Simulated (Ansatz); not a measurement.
# FeO (Wuestite): the cost of one run

Method: DFT PBE, scalar-relativistic, plane waves, PAW, in Ansatz 0.2.0.

The COD entry's cell or inner coordinates are ideal or old and differ from later refinements, so a difference from it is no clean test against experiment.

Spin polarisation is switched off on purpose; where the compound carries moments, volume, stiffness and gap are then not the real material's.

## 1. Starting point

Symmetry: Fm-3m, No. 225, cubic system. The conventional cell has a = 4.090 Å, b = 4.090 Å, c = 4.090 Å, α = 90.00°, β = 90.00°, γ = 90.00°. Around Fe (site symmetry m-3m) lie 6 O at 2.05 Å. O (site symmetry m-3m) has 6 Fe at 2.05 Å as nearest neighbours.

Structure file:

```cif
data_structure
_symmetry_space_group_name_H-M 'Fm-3m'
_symmetry_Int_Tables_number 225
_cell_length_a 4.0904
_cell_length_b 4.0904
_cell_length_c 4.0904
_cell_angle_alpha 90.000
_cell_angle_beta 90.000
_cell_angle_gamma 90.000
_cell_volume 68.44
loop_
_atom_site_label
_atom_site_type_symbol
_atom_site_symmetry_multiplicity
_atom_site_Wyckoff_symbol
_atom_site_fract_x
_atom_site_fract_y
_atom_site_fract_z
_atom_site_occupancy
Fe1 Fe 4 a 0.00000 0.00000 0.00000 1
O1 O 4 b 0.50000 0.00000 0.00000 1
```

An earlier run at PBE left this cell at 8.555 Å³/atom and 0.00 GPa (14×14×14 mesh).

Volume factors to run: 0.980, 1.020, 0.960, 1.040.

## 2. Scaling the volume by 0.980

File input.yaml:

```yaml
crystal:
  lattice:
    - [0.0, 2.0314690713, 2.0314690713]
    - [2.0314690713, 0.0, 2.0314690713]
    - [2.0314690713, 2.0314690713, 0.0]
  atoms:
    - { symbol: Fe, position: [0.0, 0.0, 0.0] }
    - { symbol: O, position: [0.5, 0.5, 0.5] }
basis:
  ecutwfc: 420
  ecutrho_ratio: 4
kpoints:
  mp_grid: { grid: [14, 14, 14] }
hamiltonian:
  xc: pbe
scf:
  occupations: { method: gaussian, width: 0.05 }
output:
  forces: true
  stress: true
  eigenvalues: true
```

Started as:

```sh
$ ansatz run input.yaml --threads 1 --pin off --max-ram 2560MiB --backend cpu --events-out ev --progress --plain --runs-dir out
```

**Question.** How long does this run take on 1 thread of AMD EPYC (Zen 3), shared host, and how much memory does it need?

About 3.1 s, with a peak of 0.32 GiB.
